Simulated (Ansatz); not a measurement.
# CH₃FMoO₂: how energies converge with the basis set

One table from this session's results is given with a row withheld; the runs are named, their logs left out.

Method: one geometry, several basis sets; program: Ansatz 0.2.0, Gaussian basis.

The runs, in order: PBE0-D4/def2-SVP; ωB97M-V/def2-SVP; PBE0-D4/def2-QZVPP; ωB97M-V/def2-QZVPP; the functionals' def2-TZVPP values are taken from earlier runs.

1 further run of the same task is left out (for a known fault of the program).

## The geometry

The geometry comes from an earlier relaxation with PBE0-D4 in a triple-zeta def2 set; it is a stationary point, not always the lowest conformer. Mo takes the def2 core potential; no spin-orbit term is included.

SMILES `[CH3][Mo](=[O])(=[O])[F]`, 8 atoms, charge 0, spin multiplicity 1.

Atoms are counted from 1 here; the program's logs count them from 0.

Bond lengths: C1–Mo2 2.092 Å, C1–H6 1.092 Å, C1–H7 1.094 Å, C1–H8 1.094 Å, Mo2–O3 1.670 Å, Mo2–O4 1.670 Å, Mo2–F5 1.845 Å. Angles: Mo2–C1–H6 110.7°, Mo2–C1–H7 108.7°, Mo2–C1–H8 108.6°, H6–C1–H7 109.3°, H6–C1–H8 109.3°, H7–C1–H8 110.2°, C1–Mo2–O3 105.5°, C1–Mo2–O4 105.5°, C1–Mo2–F5 109.9°, O3–Mo2–O4 108.3°, O3–Mo2–F5 113.5°, O4–Mo2–F5 113.5°.

The first run:

File in.yaml:

```yaml
crystal:
  periodic: [false, false, false]
  atoms:
    - {symbol: C, position_ang: [-1.012132, -0.026722, 0.394839]}
    - {symbol: Mo, position_ang: [0.934363, 0.007941, -0.369857]}
    - {symbol: O, position_ang: [1.754768, -1.196035, 0.445625]}
    - {symbol: O, position_ang: [0.792826, -0.445584, -1.970446]}
    - {symbol: F, position_ang: [1.668832, 1.685492, -0.141400]}
    - {symbol: H, position_ang: [-1.461406, -1.012753, 0.263293]}
    - {symbol: H, position_ang: [-0.974183, 0.213565, 1.461182]}
    - {symbol: H, position_ang: [-1.610769, 0.716897, -0.139036]}
basis:
  gaussian: {orbitals: def2-SVP}
hamiltonian: {xc: pbe0, dispersion: d4}
output: {orbitals: {seedname: orbitals}}
```

Started as:

```console
> ansatz run in.yaml --threads 4 --pin off --events-out ev --progress --plain --max-ram 10444MiB
```

Steps of the session up to this table: PBE0-D4 in def2-SVP; ωB97M-V in def2-SVP; PBE0-D4 in def2-QZVPP; ωB97M-V in def2-QZVPP.

One table of the session follows, with a row left open; its other results are not shown here.

It belongs to the step «Density functionals: the series». 

```
functional       basis  HOMO (eV)  LUMO (eV)
   PBE0-D4    def2-SVP      -9.46      -3.00
   PBE0-D4  def2-TZVPP      -9.41      -2.95
   PBE0-D4  def2-QZVPP      -9.42      -2.96
   ωB97M-V    def2-SVP     -11.73      -0.80
   ωB97M-V  def2-TZVPP          ?          ?
   ωB97M-V  def2-QZVPP     -11.70      -0.79
```

Estimate the missing values for ωB97M-V, def2-TZVPP.

The run gave: HOMO (eV): -11.69; LUMO (eV): -0.76. In the column «HOMO (eV)» it lies between ωB97M-V, def2-QZVPP (-11.70) and PBE0-D4, def2-SVP (-9.46).
